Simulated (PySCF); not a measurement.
# WO3(H2O): other functionals and bases at one geometry

Aim: see how levels, charges and forces of WO3(H2O) depend on the level of theory. The structure is generated, not taken from experiment.

The runs use PySCF 2.14.0; several levels, as the steps say, no spin–orbit coupling.

1 further run of the same task is left out (for a known fault of the program).

## Step 1: Where the work starts

7 atoms, charge 0, spin multiplicity 1.

Bond lengths: W1–O2 1.747 Å, W1–O3 1.746 Å, W1–O4 1.747 Å, W1–O5 2.195 Å, O5–H6 0.979 Å, O5–H7 0.979 Å. Angles: O2–W1–O3 109.0°, O2–W1–O4 109.9°, O2–W1–O5 110.1°, O3–W1–O4 109.0°, O3–W1–O5 108.7°, O4–W1–O5 110.1°, W1–O5–H6 121.6°, W1–O5–H7 121.6°, H6–O5–H7 107.8°.

Geometry (Å):

```
atom     x (Å)     y (Å)     z (Å)
  W1   0.07520  -0.02012   0.02012
  O2   1.07581   0.94177   1.08103
  O3  -1.01334  -0.98571   0.98571
  O4   1.07581  -1.08103  -0.94177
  O5  -1.11118   1.28613  -1.28613
  H6  -1.61121   2.04853  -0.93064
  H7  -1.61121   0.93064  -2.04853
```

Formal oxidation states: W +6. An earlier session relaxed this geometry at PBE, W def2-SVP with ECP60, O def2-SVP, H def2-SVP (singlet, point group Cs).

At PBE on the finer grid: E = -368.847833 Eh, HOMO -6.25 eV, LUMO -3.06 eV, Mulliken charge on W1 +0.82 e, largest force component 0.028 eV/Å. 

Levels to run: BP86; M06-L; TPSSh; r2SCAN; PBE, TZVP; PBE, x2c-SVP. Hardware: 2 threads of Arm Neoverse V2, shared host.

## Step 2: BP86

run.py (the lines that set the calculation) reads:

```python
mol = gto.M(atom='''
W      0.07520    -0.02012     0.02012
O      1.07581     0.94177     1.08103
O     -1.01334    -0.98571     0.98571
O      1.07581    -1.08103    -0.94177
O     -1.11118     1.28613    -1.28613
H     -1.61121     2.04853    -0.93064
H     -1.61121     0.93064    -2.04853''',
    basis={'W': 'def2-SVP', 'O': 'def2-SVP', 'H': 'def2-SVP'},
    ecp={'W': 'def2-SVP'},
    charge=0, spin=0)
mf = dft.RKS(mol, xc='B88,P86')
mf.grids.atom_grid = (75, 302)
mf = mf.density_fit()  # fitting sets: W def2-universal-JKFIT, O def2-universal-JKFIT, H def2-universal-JKFIT
mf.conv_tol = 1e-08; mf.max_cycle = 55
mf.kernel(dm0)  # dm0: the density of the relaxed state
```

Started as:

```
OMP_NUM_THREADS=2 python run.py
```

The program printed:

```text
init E= -369.233312245066
  HOMO = -0.234571969476991  LUMO = -0.111694019626455  gap/eV = 3.34368
cycle= 1 E= -369.233434647512  delta_E= -0.000122  |g|= 0.0086  |ddm|= 0.0575
  HOMO = -0.232905074500611  LUMO = -0.111929107541965  gap/eV = 3.29192
cycle= 2 E= -369.233190760726  delta_E= 0.000244  |g|= 0.0362  |ddm|= 0.0294
  HOMO = -0.233801254175142  LUMO = -0.11135040086209  gap/eV = 3.33206
cycle= 3 E= -369.233448508939  delta_E= -0.000258  |g|= 0.00189  |ddm|= 0.0245
  HOMO = -0.233856874001299  LUMO = -0.111446084082672  gap/eV = 3.33097
cycle= 4 E= -369.23344913382  delta_E= -6.25e-07  |g|= 0.000616  |ddm|= 0.00159
  HOMO = -0.233871561906189  LUMO = -0.111422222379481  gap/eV = 3.33202
cycle= 5 E= -369.233449199148  delta_E= -6.53e-08  |g|= 0.000166  |ddm|= 0.000441
  HOMO = -0.233860254199608  LUMO = -0.111412170038353  gap/eV = 3.33198
cycle= 6 E= -369.233449198291  delta_E= 8.56e-10  |g|= 0.000183  |ddm|= 0.00022
  HOMO = -0.233859790432421  LUMO = -0.111411702544952  gap/eV = 3.33198
cycle= 7 E= -369.233449205145  delta_E= -6.85e-09  |g|= 2.57e-05  |ddm|= 0.000142
  HOMO = -0.233860892219167  LUMO = -0.111413907137884  gap/eV = 3.33195
Extra cycle  E= -369.233449202757  delta_E= 2.39e-09  |g|= 0.00011  |ddm|= 9.61e-05
converged SCF energy = -369.233449202757
```

Run time: 3.9 s. Hardware: 2 threads of Arm Neoverse V2, shared host.

It gives: E = -369.233449 Eh, HOMO -6.36 eV, LUMO -3.03 eV, Mulliken charge on W1 +0.84 e, largest force component 0.080 eV/Å. 

## Step 3: M06-L

run.py (the lines that set the calculation): that of step 2 with these lines changed.

```diff
@@ -11,3 +11,3 @@
     charge=0, spin=0)
-mf = dft.RKS(mol, xc='B88,P86')
+mf = dft.RKS(mol, xc='M06L')
 mf.grids.atom_grid = (75, 302)
```

Started as:

```
OMP_NUM_THREADS=2 python run.py
```

The program printed:

```text
init E= -369.085047310581
  HOMO = -0.249401862526313  LUMO = -0.0916599009839167  gap/eV = 4.29238
cycle= 1 E= -369.084407231055  delta_E= 0.00064  |g|= 0.216  |ddm|= 0.444
  HOMO = -0.222650308231279  LUMO = -0.113213321538179  gap/eV = 2.97793
cycle= 2 E= -368.915726165367  delta_E= 0.169  |g|= 0.95  |ddm|= 0.793
  HOMO = -0.241717786927103  LUMO = -0.094349593483571  gap/eV = 4.01009
cycle= 3 E= -369.094131077462  delta_E= -0.178  |g|= 0.0218  |ddm|= 0.632
  HOMO = -0.241502665649436  LUMO = -0.0948165434259174  gap/eV = 3.99153
cycle= 4 E= -369.094205402821  delta_E= -7.43e-05  |g|= 0.00982  |ddm|= 0.0158
  HOMO = -0.241541806005542  LUMO = -0.0944616497195589  gap/eV = 4.00225
cycle= 5 E= -369.094223715347  delta_E= -1.83e-05  |g|= 0.00119  |ddm|= 0.00662
  HOMO = -0.241526504819611  LUMO = -0.0944450552066129  gap/eV = 4.00229
cycle= 6 E= -369.094223465403  delta_E= 2.5e-07  |g|= 0.0016  |ddm|= 0.00198
  HOMO = -0.24152465424688  LUMO = -0.0944369097477598  gap/eV = 4.00246
cycle= 7 E= -369.094224011009  delta_E= -5.46e-07  |g|= 0.000226  |ddm|= 0.00126
  HOMO = -0.24152350297613  LUMO = -0.0944329923893967  gap/eV = 4.00254
cycle= 8 E= -369.094224021175  delta_E= -1.02e-08  |g|= 4.5e-05  |ddm|= 0.000195
  HOMO = -0.241519732328982  LUMO = -0.0944342226205279  gap/eV = 4.00240
cycle= 9 E= -369.094224021576  delta_E= -4.01e-10  |g|= 7.73e-06  |ddm|= 3.54e-05
  HOMO = -0.241520235019649  LUMO = -0.0944355812295221  gap/eV = 4.00238
Extra cycle  E= -369.094224021439  delta_E= 1.37e-10  |g|= 2.69e-05  |ddm|= 2.6e-05
converged SCF energy = -369.094224021439
```

Wall time 6.4 s (2 threads of Arm Neoverse V2, shared host).

It gives: E = -369.094224 Eh, HOMO -6.57 eV, LUMO -2.57 eV, Mulliken charge on W1 +1.19 e, largest force component 0.548 eV/Å. 

## Step 4: TPSSh

run.py (the lines that set the calculation): that of step 3 with these lines changed.

```diff
@@ -11,3 +11,3 @@
     charge=0, spin=0)
-mf = dft.RKS(mol, xc='M06L')
+mf = dft.RKS(mol, xc='TPSSH')
 mf.grids.atom_grid = (75, 302)
```

Started as:

```
OMP_NUM_THREADS=2 python run.py
```

The program printed:

```text
init E= -369.073442261415
  HOMO = -0.261482681725098  LUMO = -0.0909633559408967  gap/eV = 4.64007
cycle= 1 E= -369.067913578594  delta_E= 0.00553  |g|= 0.203  |ddm|= 0.269
  HOMO = -0.240815811278052  LUMO = -0.111115312842415  gap/eV = 3.52933
cycle= 2 E= -368.950136963348  delta_E= 0.118  |g|= 0.804  |ddm|= 0.684
  HOMO = -0.258678001223641  LUMO = -0.0950219827919909  gap/eV = 4.45331
cycle= 3 E= -369.076331236257  delta_E= -0.126  |g|= 0.0197  |ddm|= 0.534
  HOMO = -0.257397900224916  LUMO = -0.0950300789289855  gap/eV = 4.41825
cycle= 4 E= -369.076402418009  delta_E= -7.12e-05  |g|= 0.00678  |ddm|= 0.0158
  HOMO = -0.257236924782965  LUMO = -0.0946506193617438  gap/eV = 4.42420
cycle= 5 E= -369.076410680198  delta_E= -8.26e-06  |g|= 0.00169  |ddm|= 0.00496
  HOMO = -0.257403665976276  LUMO = -0.0947202208731532  gap/eV = 4.42684
cycle= 6 E= -369.076410851768  delta_E= -1.72e-07  |g|= 0.00139  |ddm|= 0.00199
  HOMO = -0.257429707264947  LUMO = -0.0947308486051774  gap/eV = 4.42726
cycle= 7 E= -369.076411256888  delta_E= -4.05e-07  |g|= 9.08e-05  |ddm|= 0.00102
  HOMO = -0.257429118563822  LUMO = -0.0947265720421804  gap/eV = 4.42736
cycle= 8 E= -369.076411258633  delta_E= -1.74e-09  |g|= 1.6e-05  |ddm|= 7.81e-05
  HOMO = -0.257430803239898  LUMO = -0.094726308772966  gap/eV = 4.42741
Extra cycle  E= -369.076411258635  delta_E= -1.82e-12  |g|= 1.59e-05  |ddm|= 2.43e-05
converged SCF energy = -369.076411258635
```

It took 6 s on 2 threads of Arm Neoverse V2, shared host.

Result: E = -369.076411 Eh, HOMO -7.01 eV, LUMO -2.58 eV, Mulliken charge on W1 +1.02 e, largest force component 0.345 eV/Å. 

## Step 5: r2SCAN

run.py (the lines that set the calculation): that of step 4 with these lines changed.

```diff
@@ -11,3 +11,3 @@
     charge=0, spin=0)
-mf = dft.RKS(mol, xc='TPSSH')
+mf = dft.RKS(mol, xc='R2SCAN')
 mf.grids.atom_grid = (75, 302)
```

Started as:

```
OMP_NUM_THREADS=2 python run.py
```

The program printed:

```text
init E= -368.985287828357
  HOMO = -0.249521643369528  LUMO = -0.0924311879655839  gap/eV = 4.27465
cycle= 1 E= -368.981696036931  delta_E= 0.00359  |g|= 0.173  |ddm|= 0.291
  HOMO = -0.230067455668112  LUMO = -0.110364801684135  gap/eV = 3.25728
cycle= 2 E= -368.878948642877  delta_E= 0.103  |g|= 0.743  |ddm|= 0.616
  HOMO = -0.245510803650551  LUMO = -0.0948244404845653  gap/eV = 4.10038
cycle= 3 E= -368.987828964168  delta_E= -0.109  |g|= 0.0198  |ddm|= 0.49
  HOMO = -0.244877090301956  LUMO = -0.0949410176097238  gap/eV = 4.07997
cycle= 4 E= -368.987897004463  delta_E= -6.8e-05  |g|= 0.00671  |ddm|= 0.0133
  HOMO = -0.244778539228622  LUMO = -0.0945392786334622  gap/eV = 4.08822
cycle= 5 E= -368.987905873918  delta_E= -8.87e-06  |g|= 0.000863  |ddm|= 0.00474
  HOMO = -0.244887259259696  LUMO = -0.094597372859397  gap/eV = 4.08960
cycle= 6 E= -368.987905920551  delta_E= -4.66e-08  |g|= 0.000714  |ddm|= 0.00108
  HOMO = -0.24489370200679  LUMO = -0.0945994551803473  gap/eV = 4.08971
cycle= 7 E= -368.987906027106  delta_E= -1.07e-07  |g|= 0.000101  |ddm|= 0.000555
  HOMO = -0.244887799997069  LUMO = -0.0945922409265343  gap/eV = 4.08975
cycle= 8 E= -368.987906029308  delta_E= -2.2e-09  |g|= 1.4e-05  |ddm|= 8.35e-05
  HOMO = -0.24488980838876  LUMO = -0.0945919048013728  gap/eV = 4.08981
Extra cycle  E= -368.987906029315  delta_E= -6.82e-12  |g|= 1.34e-05  |ddm|= 2.18e-05
converged SCF energy = -368.987906029315
```

Run time: 6.1 s. Hardware: 2 threads of Arm Neoverse V2, shared host.

Result: E = -368.987906 Eh, HOMO -6.66 eV, LUMO -2.57 eV, Mulliken charge on W1 +1.01 e, largest force component 0.396 eV/Å. 

## Step 6: PBE, TZVP

Basis: W def2-TZVP with ECP60, O def2-TZVP, H def2-TZVP. 

run.py (the lines that set the calculation): that of step 5 with these lines changed.

```diff
@@ -8,6 +8,6 @@
 H     -1.61121     0.93064    -2.04853''',
-    basis={'W': 'def2-SVP', 'O': 'def2-SVP', 'H': 'def2-SVP'},
-    ecp={'W': 'def2-SVP'},
+    basis={'W': 'def2-TZVP', 'O': 'def2-TZVP', 'H': 'def2-TZVP'},
+    ecp={'W': 'def2-TZVP'},
     charge=0, spin=0)
-mf = dft.RKS(mol, xc='R2SCAN')
+mf = dft.RKS(mol, xc='PBE')
 mf.grids.atom_grid = (75, 302)
@@ -15,2 +15,2 @@
 mf.conv_tol = 1e-08; mf.max_cycle = 55
-mf.kernel(dm0)  # dm0: the density of the relaxed state
+mf.kernel(dm0)  # dm0: free metal ions and neutral atoms
```

Started as:

```
OMP_NUM_THREADS=2 python run.py
```

The program printed:

```text
init E= -377.683612553
  HOMO = -0.231846483620838  LUMO = -0.111422781528943  gap/eV = 3.27690
cycle= 1 E= -368.69924482712  delta_E= 8.98  |g|= 1.87  |ddm|= 2.73
  HOMO = -0.28324265764758  LUMO = -0.251701496264712  gap/eV = 0.85828
cycle= 2 E= -367.098512291219  delta_E=  1.6  |g|= 3.41  |ddm|= 2.26
  HOMO = -0.179996995391097  LUMO = -0.163154245532072  gap/eV = 0.45831
cycle= 3 E= -367.082835900872  delta_E= 0.0157  |g|= 2.73  |ddm|= 4.27
  HOMO = -0.254585620522755  LUMO = -0.123859541613644  gap/eV = 3.55724
cycle= 4 E= -369.220134202522  delta_E= -2.14  |g|= 0.277  |ddm|= 3.73
  HOMO = -0.235398176036109  LUMO = -0.113535063870614  gap/eV = 3.31606
cycle= 5 E= -369.229952062136  delta_E= -0.00982  |g|= 0.122  |ddm|= 0.202
  HOMO = -0.234490575069472  LUMO = -0.119849457316807  gap/eV = 3.11954
cycle= 6 E= -369.225088046233  delta_E= 0.00486  |g|= 0.201  |ddm|= 0.158
  HOMO = -0.23617107072824  LUMO = -0.12089558812643  gap/eV = 3.13681
cycle= 7 E= -369.232909344882  delta_E= -0.00782  |g|= 0.0239  |ddm|= 0.103
  HOMO = -0.233351868061545  LUMO = -0.120621003813902  gap/eV = 3.06756
cycle= 8 E= -369.233019564239  delta_E= -0.00011  |g|= 0.00773  |ddm|= 0.0211
  HOMO = -0.234404062598545  LUMO = -0.120722983063633  gap/eV = 3.09342
cycle= 9 E= -369.233031535398  delta_E= -1.2e-05  |g|= 0.00328  |ddm|= 0.00695
  HOMO = -0.234499735719053  LUMO = -0.120637385879039  gap/eV = 3.09835
cycle= 10 E= -369.233033409086  delta_E= -1.87e-06  |g|= 0.00122  |ddm|= 0.00135
  HOMO = -0.234581491716985  LUMO = -0.120591352934515  gap/eV = 3.10183
cycle= 11 E= -369.233033686083  delta_E= -2.77e-07  |g|= 0.000393  |ddm|= 0.000657
  HOMO = -0.234614657695574  LUMO = -0.120580947181601  gap/eV = 3.10302
cycle= 12 E= -369.233033714474  delta_E= -2.84e-08  |g|= 6.49e-05  |ddm|= 0.000205
  HOMO = -0.234616145414552  LUMO = -0.12057970475211  gap/eV = 3.10309
cycle= 13 E= -369.233033715292  delta_E= -8.18e-10  |g|= 1.01e-05  |ddm|= 3.93e-05
  HOMO = -0.23461600945546  LUMO = -0.120579600858868  gap/eV = 3.10309
Extra cycle  E= -369.233033715191  delta_E= 1.01e-10  |g|= 2.44e-05  |ddm|= 1.87e-05
converged SCF energy = -369.233033715191
```

Run time: 12 s. Hardware: 2 threads of Arm Neoverse V2, shared host.

It gives: E = -369.233034 Eh, HOMO -6.38 eV, LUMO -3.28 eV, Mulliken charge on W1 +1.22 e, largest force component 0.162 eV/Å. 

## Step 7: PBE, x2c-SVP

Basis: W x2c-SVPall, O x2c-SVPall, H x2c-SVPall. All electrons are treated, with the spin-free X2C Hamiltonian.

run.py (the lines that set the calculation) reads:

```python
mol = gto.M(atom='''
W      0.07520    -0.02012     0.02012
O      1.07581     0.94177     1.08103
O     -1.01334    -0.98571     0.98571
O      1.07581    -1.08103    -0.94177
O     -1.11118     1.28613    -1.28613
H     -1.61121     2.04853    -0.93064
H     -1.61121     0.93064    -2.04853''',
    basis={'W': 'x2c-SVPall', 'O': 'x2c-SVPall', 'H': 'x2c-SVPall'},
    nucmod='G',
    charge=0, spin=0)
mf = dft.RKS(mol, xc='PBE')
mf.grids.atom_grid = (99, 590)
mf = mf.density_fit()  # fitting sets: W AutoAux, O AutoAux, H AutoAux
mf = mf.sfx2c1e()
mf.conv_tol = 1e-08; mf.max_cycle = 55
mf.kernel(dm0)  # dm0: free metal ions and neutral atoms
```

Started as:

```
OMP_NUM_THREADS=2 python run.py
```

The program printed:

```text
init E= -16454.0587987181
  HOMO = -0.220327014214954  LUMO = -0.109221037453507  gap/eV = 3.02335
cycle= 1 E= -16444.2972399353  delta_E= 9.76  |g|= 1.63  |ddm|= 3.81
  HOMO = -0.296132722061205  LUMO = -0.247183167586808  gap/eV = 1.33199
cycle= 2 E= -16442.6987010902  delta_E=  1.6  |g|=  3.2  |ddm|= 3.08
  HOMO = -0.179931084550458  LUMO = -0.171701337904797  gap/eV = 0.22394
cycle= 3 E= -16442.7989279215  delta_E= -0.1  |g|= 2.58  |ddm|= 4.54
  HOMO = -0.252925529082964  LUMO = -0.126738041312349  gap/eV = 3.43374
cycle= 4 E= -16444.8295746885  delta_E= -2.03  |g|= 0.206  |ddm|= 3.71
  HOMO = -0.224856673965441  LUMO = -0.111042801516611  gap/eV = 3.09703
cycle= 5 E= -16444.8321051694  delta_E= -0.00253  |g|= 0.147  |ddm|= 0.213
  HOMO = -0.232766986765281  LUMO = -0.115686957271523  gap/eV = 3.18591
cycle= 6 E= -16444.8287542647  delta_E= 0.00335  |g|= 0.187  |ddm|= 0.199
  HOMO = -0.23558240642531  LUMO = -0.116311794160289  gap/eV = 3.24552
cycle= 7 E= -16444.8356636978  delta_E= -0.00691  |g|= 0.0348  |ddm|= 0.126
  HOMO = -0.234700823210115  LUMO = -0.115750113814443  gap/eV = 3.23681
cycle= 8 E= -16444.8358740959  delta_E= -0.00021  |g|= 0.0114  |ddm|= 0.0191
  HOMO = -0.236416883591124  LUMO = -0.115820597930698  gap/eV = 3.28159
cycle= 9 E= -16444.8358994839  delta_E= -2.54e-05  |g|= 0.00439  |ddm|= 0.0091
  HOMO = -0.236828258597502  LUMO = -0.115623606416152  gap/eV = 3.29815
cycle= 10 E= -16444.8359037079  delta_E= -4.22e-06  |g|= 0.000598  |ddm|= 0.00379
  HOMO = -0.236835887866329  LUMO = -0.115599908581773  gap/eV = 3.29900
cycle= 11 E= -16444.8359037568  delta_E= -4.88e-08  |g|= 0.000281  |ddm|= 0.000522
  HOMO = -0.23684343260091  LUMO = -0.115607841442872  gap/eV = 3.29899
cycle= 12 E= -16444.8359037723  delta_E= -1.55e-08  |g|= 3.65e-05  |ddm|= 0.000189
  HOMO = -0.236843149922128  LUMO = -0.115609608625448  gap/eV = 3.29893
cycle= 13 E= -16444.8359037726  delta_E= -2.69e-10  |g|= 3.36e-06  |ddm|= 2.87e-05
  HOMO = -0.236842606841952  LUMO = -0.115609971018207  gap/eV = 3.29891
Extra cycle  E= -16444.8359037726  delta_E= -2.18e-11  |g|= 8.78e-06  |ddm|= 8.56e-06
converged SCF energy = -16444.8359037726
```

It took 25 s on 2 threads of Arm Neoverse V2, shared host.

Read off: E = -16444.835904 Eh, HOMO -6.44 eV, LUMO -3.15 eV, Mulliken charge on W1 +0.71 e, largest force component 0.555 eV/Å. 

## Step 8: All levels side by side

| level | state | HOMO (eV) | gap (eV) | charge on W1 (e) | dipole (D) | largest force (eV/Å) | basis functions | time |
| --- | --- | --- | --- | --- | --- | --- | --- | --- |
| PBE (relaxed here) | singlet | -6.25 | 3.19 | 0.82 | 9.61 | 0.03 | 98 | 9.1 s |
| BP86 | singlet | -6.36 | 3.33 | 0.84 | 9.63 | 0.08 | 98 | 3.9 s |
| M06-L | singlet | -6.57 | 4.00 | 1.19 | 9.85 | 0.55 | 98 | 6.4 s |
| TPSSh | singlet | -7.01 | 4.43 | 1.02 | 9.87 | 0.35 | 98 | 6 s |
| r2SCAN | singlet | -6.66 | 4.09 | 1.01 | 9.86 | 0.40 | 98 | 6.1 s |
| PBE, TZVP | singlet | -6.38 | 3.10 | 1.22 | 9.53 | 0.16 | 176 | 12 s |
| PBE, x2c-SVP | singlet | -6.44 | 3.30 | 0.71 | 9.35 | 0.56 | 132 | 25 s |

Times are on 2 threads of Arm Neoverse V2, shared host; the first row also made further properties.

In one basis the gap runs from 3.19 eV (PBE) to 4.43 eV (TPSSh). The largest leftover force, 0.56 eV/Å with PBE, x2c-SVP, stands at a geometry relaxed at another level. The Mulliken charge on W spans +0.71 to +1.22 e over the levels. Total energies of different levels can't be compared. Spin–orbit coupling is left out throughout.
